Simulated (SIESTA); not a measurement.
## HPbNO4 in SIESTA: the effect of functional

Crystal: HPbNO4.

```xyz
14
Lattice="4.1204 -0.0008 -0.0112 0.0040 6.4272 0.0536 0.0279 3.2071 7.7499" Properties=species:S:1:pos:R:3 pbc="T T T"
H     3.7380    2.9684    3.7875
H     1.6795    6.6644    4.0009
Pb    1.6467    4.2515    5.4933
Pb    3.6983    5.3813    2.2951
N     2.6193    1.9491    1.6102
N     0.5769    7.6848    6.1852
O     3.7590    3.8553    4.2210
O     2.2235    3.1363    1.5259
O     2.2071    1.0645    0.8217
O     3.4590    1.6183    2.5274
O     1.6973    5.7776    3.5672
O     0.1804    6.4980    6.2725
O     0.1698    8.5703    6.9754
O     1.4117    8.0143    5.2631
```

The cell was built by a generator and needn't be a form met in nature.

Alike in all runs:

```yaml
Program: SIESTA 5.4.2
Task: band structure
Basis: DZP (energy shift 0.003 Ry; two zetas on semicore shells)
Grid_cutoff: 800 Ry
Energy_shift: 0.003 Ry
k_mesh: 7 × 5 × 4
Occupations: fermi-dirac, width 0.05 eV
Spin: no spin polarisation
```

```csv
functional,potentials or basis,gap on the mesh (eV),pressure (GPa),largest force (eV/Å)
LDA,PseudoDojo 0.4 standard (LDA files),3.15,-2.8,1.02
PBEsol,PseudoDojo 0.4 standard (PBEsol files),3.23,0.1,1.04
PBE,PseudoDojo 0.4 standard (PBE files),3.25,2.8,1.39
RPBE,PseudoDojo 0.4 standard (PBE files),3.28,4.8,1.43
BLYP,PseudoDojo 0.4 standard (PBE files),?,?,?
AM05,PseudoDojo 0.4 standard (PBEsol files),3.24,0.7,0.89
```

Q: What does the run with functional BLYP give?

A: gap on the mesh 3.24 eV; pressure 6.0 GPa; largest force 2.26 eV/Å.

Caveats: spin-orbit coupling is left out, which as a rule narrows the gap of such compounds by several tenths of an eV; the basis of atomic orbitals isn't converged, which shifts pressures, moduli and gaps; forces of over 1 eV/Å show positions far from the minimum, so gaps and moduli don't describe the material at rest (some runs); the potentials were made for another functional, which shifts forces and pressure (some runs).

